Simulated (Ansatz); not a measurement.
**CsH: a single-point run**

The task is a single-point run on CsH. The structure is shown as the input types it.

Method: DFT, r2SCAN, PAW with Ansatz's default frozen-core files, scalar-relativistic; levels and slopes on a fine mesh, independent-particle optical spectra, in Ansatz 0.2.0.

## 1. Starting point

Symmetry: Fm-3m, No. 225, cubic system. The conventional cell has a = 6.376 Å, b = 6.376 Å, c = 6.376 Å, α = 90.00°, β = 90.00°, γ = 90.00°. Cs (site symmetry m-3m) has 6 H at 3.19 Å as nearest neighbours. Around H (site symmetry m-3m) lie 6 Cs at 3.19 Å.

Structure file:

```
Cs H
1.0
     0.00000    3.18800    3.18800
     3.18800    0.00000    3.18800
     3.18800    3.18800    0.00000
Cs H
1 1
Cartesian
  0.0000 0.0000 0.0000
  3.1880 3.1880 3.1880
```

## 2. Running it

Input file input.yaml:

```yaml
crystal:
  lattice:
    - [0.0, 3.188, 3.188]
    - [3.188, 0.0, 3.188]
    - [3.188, 3.188, 0.0]
  atoms:
    - { symbol: Cs, position: [0.0, 0.0, 0.0] }
    - { symbol: H, position: [0.5, 0.5, 0.5] }
kpoints:
  mp_grid: { grid: [1, 1, 1] }
scf:
  occupations: { method: fixed }
  max_iter: 60
hamiltonian:
  xc: r2scan
  pseudopotentials: { kind: paw }
output:
  forces: true
  stress: true
  eigenvalues: true
  eigenstates:
    nscf_kmesh: { grid: [12, 12, 12] }
    de_dk: true
    e_range: [-9, 12.68060431305]
  optics:
    e_range: [0, 30]
    de: 0.2
    sigma: 0.1
    bands: { spectra_wanted_up_to: 30 }
    nscf_kmesh: { grid: [12, 12, 12] }
checkpoint:
  write: ck
  write_wavefunctions: false
```

Launch:

```bash
$ ansatz run input.yaml --threads 1 --pin off --max-ram 3072MiB --backend cpu --events-out ev --progress --plain --runs-dir out
```

What happens when this is run?

This run ends as converged. Convergence says nothing about whether the input makes sense.

In the input, kpoints.mp_grid.grid is [1, 1, 1]. One k-point can't sample the Brillouin zone of so small a cell.

To check: set kpoints.mp_grid.grid to [6, 6, 6].
